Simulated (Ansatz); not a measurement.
# OH (SMILES [OH]): FCI/3-21G

What is the electronic atomisation energy of OH at FCI/3-21G? 

The calculation is run with Ansatz 0.2.0.

60 further runs of the same task are left out: 60 set aside as unsound or not needed.

## Step 1: The molecule

OH has 2 atoms, charge 0, and is taken as a doublet. As SMILES, `[OH]`. The coordinates come from a PBE0-D4/def2-TZVP relaxation.

Bond lengths: O1–H2 0.973 Å.

## Step 2: A single-point energy at FCI/3-21G

input.yaml reads:

```yaml
crystal:
  periodic: [false, false, false]
  atoms:
    - symbol: O
      position_ang: [0.415880, -0.133150, 0.214550]
    - symbol: H
      position_ang: [-0.415880, 0.133150, -0.214550]
basis:
  gaussian: {orbitals: 3-21G.json}
total_charge: 0
magnetization: {spin_polarized: true, initial_magnetization: 1}
correlation: {method: fci, frozen_orbitals: {H: 0, O: 1}}
accuracy: high
```

The basis set 3-21G is read from a file made from the Basis Set Exchange's data (not shown).

Command:

```console
ansatz run input.yaml --threads 1 --pin off --max-ram 3480MiB --events-out events.jsonl --progress --plain --runs-dir runs
```

The log of the run:

```text
Warning: RAYON_NUM_THREADS=1 ignored (pool sized by the plan → 1); use --threads N
Functional definition: HF
  name "HF"
  exchange = exact_x
  correlation = 0
150 factors; integrals over basis functions are off by at most 5.3e-9 eV
mean field evaluation 1: about -2039.6556 eV, gradient 9.0e0 eV
mean field evaluation 2: about -2039.6554 eV, gradient 9.0e0 eV
mean field evaluation 4: about -2040.0374 eV, gradient 6.5e-1 eV
mean field evaluation 8: about -2040.0401 eV, gradient 3.3e-4 eV
mean field evaluation 16: about -2040.0401 eV, gradient 2.1e-4 eV
mean field -2040.04007304 eV, -74.9700898954 hartree, gradient 1.4e-8 eV, S^2 0.753150; 2 other end points of the search recorded, 0 dependent functions left out
1 core orbitals not correlated: weight in the atoms' cores, before any rotation towards them, 1.000 or more for the frozen orbitals, at most 0.000 for the correlated occupied ones
reference -2040.00874304 eV, -74.9689385390 hartree; 4, 3 occupied and 6, 7 virtual orbitals, 150 factors
state -2042.60597284 eV, -75.0643849737 hartree
Total energy: -2042.60597284 eV, -75.0643849737 hartree
```

Run time: 0.44 s. Hardware: 1 thread of Arm Neoverse V1, shared host.

## Step 3: The H atom: the energy at UHF/3-21G

run.yaml reads:

```yaml
crystal:
  periodic: [false, false, false]
  atoms:
    - {symbol: H, position_ang: [0.000000, 0.000000, 0.000000]}
basis:
  gaussian: {orbitals: 3-21G.json}
magnetization: {spin_polarized: true, initial_magnetization: 1}
accuracy: high
hamiltonian: {xc: hf}
```

The basis set 3-21G is read from a file made from the Basis Set Exchange's data (not shown).

Command:

```console
ansatz run run.yaml --threads 1 --pin off --max-ram 3480MiB --events-out events.jsonl --progress --plain --runs-dir runs
```

The log of the run:

```text
Warning: RAYON_NUM_THREADS=1 ignored (pool sized by the plan → 1); use --threads N
[... 4 set-up lines as earlier in the session ...]
3 factors; integrals over basis functions are off by at most 1.3e-8 eV
mean field evaluation 1: about -13.4868 eV, gradient 1.3e0 eV
mean field evaluation 2: about -13.4868 eV, gradient 1.3e0 eV
mean field evaluation 4: about -13.5023 eV, gradient 2.1e-5 eV
mean field evaluation 8: about -13.5023 eV, gradient 1.0e-12 eV
mean field -13.50225274 eV, -0.4961986360 hartree, gradient 4.5e-8 eV, S^2 0.750000; 0 other end points of the search recorded, 0 dependent functions left out
reference -13.50225274 eV, -0.4961986360 hartree; 1, 0 occupied and 1, 2 virtual orbitals, 3 factors
Total energy: -13.50225274 eV, -0.4961986360 hartree
```

Wall time 0.04 s (1 thread of Arm Neoverse V1, shared host).

## Step 4: The O atom at the same level

run.yaml reads:

```yaml
crystal:
  periodic: [false, false, false]
  atoms:
    - {symbol: O, position_ang: [0.000000, 0.000000, 0.000000]}
basis:
  gaussian:
    orbitals: 3-21G.json
magnetization:
  spin_polarized: true
  initial_magnetization: 2
correlation:
  method: fci
  frozen_orbitals: {O: 1}
accuracy: high
```

The basis set 3-21G is read from a file made from the Basis Set Exchange's data (not shown).

Command:

```console
ansatz run run.yaml --threads 1 --pin off --max-ram 3480MiB --events-out events.jsonl --progress --plain --runs-dir runs
```

The log of the run:

```text
Warning: RAYON_NUM_THREADS=1 ignored (pool sized by the plan → 1); use --threads N
[... 4 set-up lines as earlier in the session ...]
42 factors; integrals over basis functions are off by at most 1.4e-9 eV
mean field evaluation 1: about -2024.2447 eV, gradient 5.2e0 eV
mean field evaluation 2: about -2024.2456 eV, gradient 5.2e0 eV
mean field evaluation 4: about -2024.3533 eV, gradient 4.5e-1 eV
mean field evaluation 8: about -2024.3545 eV, gradient 8.4e-7 eV
mean field evaluation 16: about -2024.3543 eV, gradient 2.1e-1 eV
mean field evaluation 32: about -2024.3545 eV, gradient 1.5e-5 eV
mean field -2024.35454065 eV, -74.3936572123 hartree, gradient 1.5e-8 eV, S^2 2.001100; 3 other end points of the search recorded, 0 dependent functions left out
1 core orbitals not correlated: weight in the atoms' cores, before any rotation towards them, 1.000 or more for the frozen orbitals, at most 0.000 for the correlated occupied ones
reference -2024.32306159 eV, -74.3925003780 hartree; 4, 2 occupied and 4, 6 virtual orbitals, 42 factors
state -2025.88008588 eV, -74.4497199652 hartree
Total energy: -2025.88008588 eV, -74.4497199652 hartree
```

Run time: 0.1 s. Hardware: 1 thread of Arm Neoverse V1, shared host.

## Step 5: Results

Level: FCI/3-21G, 1 core orbital frozen.

| quantity | value |
| --- | --- |
| molecule: total energy | -75.06438 Eh |
| molecule: correlation energy (1 core orbital frozen) | -95.4 mEh |
| H atom: total energy | -0.49620 Eh |
| H atom: ⟨S²⟩ | 0.750 |
| O atom: total energy | -74.44972 Eh |
| O atom: correlation energy (1 core orbital frozen) | -57.2 mEh |
| electronic atomisation energy | 3.224 eV |

Taking the molecule apart into free atoms costs 3.22 eV (311 kJ/mol), before zero-point energy and without spin-orbit coupling. The basis has no polarisation functions, which makes bonds too weak.
